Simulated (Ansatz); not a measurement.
# GeH₂F+ (singlet): wave-function methods side by side, cc-pVDZ

An exercise on one series of results from a longer session: the logs are not shown, and one member is left open.

Program: Ansatz 0.2.0, Gaussian basis. Level of theory: cc-pVDZ, core rule «outside noble gas», up to 15 orbitals frozen. These are calculated values, not measurements.

Plan: UHF; CCSD(T) on RHF; BCCD(T) on RHF; CISD; CCSDT(Q) on RHF.

30 further runs of the same task are left out: 16 for a known fault of the program, 5 that didn't finish, 9 set aside as unsound or not needed.

## The geometry

The geometry is a PBE0/def2-TZVP stationary point (not a proven minimum) of the parent state, kept for this charge and spin. No spin-orbit coupling is included. The filled d shell of Ge may be among the frozen orbitals whatever the setting's name suggests; the logs give the count.

4 atoms, charge 1, spin multiplicity 1.

Atoms are counted from 1 here; the program's logs count them from 0.

Bond lengths: Ge1–F2 1.745 Å, Ge1–H3 1.549 Å, Ge1–H4 1.549 Å. Angles: F2–Ge1–H3 105.4°, F2–Ge1–H4 105.4°, H3–Ge1–H4 113.3°.

The first run:

Input file in.yaml:

```yaml
crystal:
  periodic: [false, false, false]
  atoms:
    - {symbol: Ge, position_ang: [-0.034065, 0.000000, 0.343866]}
    - {symbol: F, position_ang: [0.057140, -0.000001, -1.399029]}
    - {symbol: H, position_ang: [0.688990, -1.294147, 0.794154]}
    - {symbol: H, position_ang: [0.688989, 1.294148, 0.794153]}
basis:
  gaussian: {orbitals: cc-pVDZ}
total_charge: 1
magnetization: {spin_polarized: true, initial_magnetization: 0}
hamiltonian: {xc: hf}
output: {orbitals: {seedname: orbitals}}
```

Run with:

```sh
ansatz run in.yaml --threads 1 --pin off --events-out ev --progress --plain --max-ram 2393MiB
```

Steps of the session up to this table: UHF; CCSD(T) on RHF; BCCD(T) on RHF; CISD; CCSDT(Q) on RHF.

One of the session's tables, all rows but one given; the rest of the session is left out.

```
   method  from RCCSDT(Q) (kJ/mol)
      RHF                   +793.4
     RMP2                    +68.3
    RCCSD                    +21.9
 RCCSD(T)                        ?
  BCCD(T)                     +3.7
   RCCSDT                     +2.2
RCCSDT(Q)                        0
```

Estimate the missing values for RCCSD(T).

As computed: from RCCSDT(Q) (kJ/mol): +4.3. In the column «from RCCSDT(Q) (kJ/mol)» it lies between BCCD(T) (+3.7) and RCCSD (+21.9).

Not comparable, so not listed: CISD (they don't share determinant, frozen orbitals or solution with the rows shown, or repeat one).
